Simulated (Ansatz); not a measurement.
**YSb: a single-point run**

The task is a single-point run on YSb. The structure is shown as the input types it. The cell is built on a prototype (CsCl type) and needn't be the phase found in nature.

Program: Ansatz 0.2.0. Level of theory: density functional or hybrid calculation with the settings of its input, plane waves (as first typed). These are calculated values, not measurements.

5 further runs of the same task are left out: 1 for a known fault of the program, 4 that didn't finish.

## (1) The starting structure

It takes space group Pm-3m (No. 221, cubic). Conventional cell: a = 3.802 Å, b = 3.802 Å, c = 3.802 Å, α = 90.00°, β = 90.00°, γ = 90.00°. Around Y (site symmetry m-3m) lie 8 Sb at 3.29 Å. Sb (site symmetry m-3m) has 8 Y at 3.29 Å as nearest neighbours.

The input asks for a charge of -0.05 e on the cell.

Structure file:

```xyz
2
Lattice="3.8024 0.0000 0.0000 0.0000 3.8024 0.0000 0.0000 0.0000 3.8024" Properties=species:S:1:pos:R:3 pbc="T T T"
Y     0.0000    0.0000    0.0000
Sb    1.9012    1.9012    1.9012
```

## (2) Input and run

Input file input.yaml:

```yaml
crystal:
  lattice:
    - [3.80243245, 0.0, 0.0]
    - [0.0, 3.80243245, 0.0]
    - [0.0, 0.0, 3.80243245]
  atoms:
    - { symbol: "Y", position: [0.0, 0.0, 0.0] }
    - { symbol: Sb, position: [0.5, 0.5, 0.5] }
kpoints:
  mp_grid: { grid: [4, 4, 4] }
hamiltonian:
  xc: pbesol
scf:
  occupations: { method: fermi_dirac, width: 0.02 }
  n_extra_bands: 4
  max_iter: 93
output:
  forces: true
  stress: true
  eigenvalues: true
total_charge: -0.05
```

Launch:

```
ansatz run input.yaml --threads 4 --pin off --max-ram 3686MiB --backend cpu --events-out ev --progress --plain --runs-dir out
```

**Question.** How will this run end, and is anything wrong with its input?

This run ends as converged. Convergence says nothing about whether the input makes sense.

Look at the input: total_charge is -0.05. The net charge is not the one intended, so the run treats another number of electrons.

To check: delete total_charge (the default then holds).
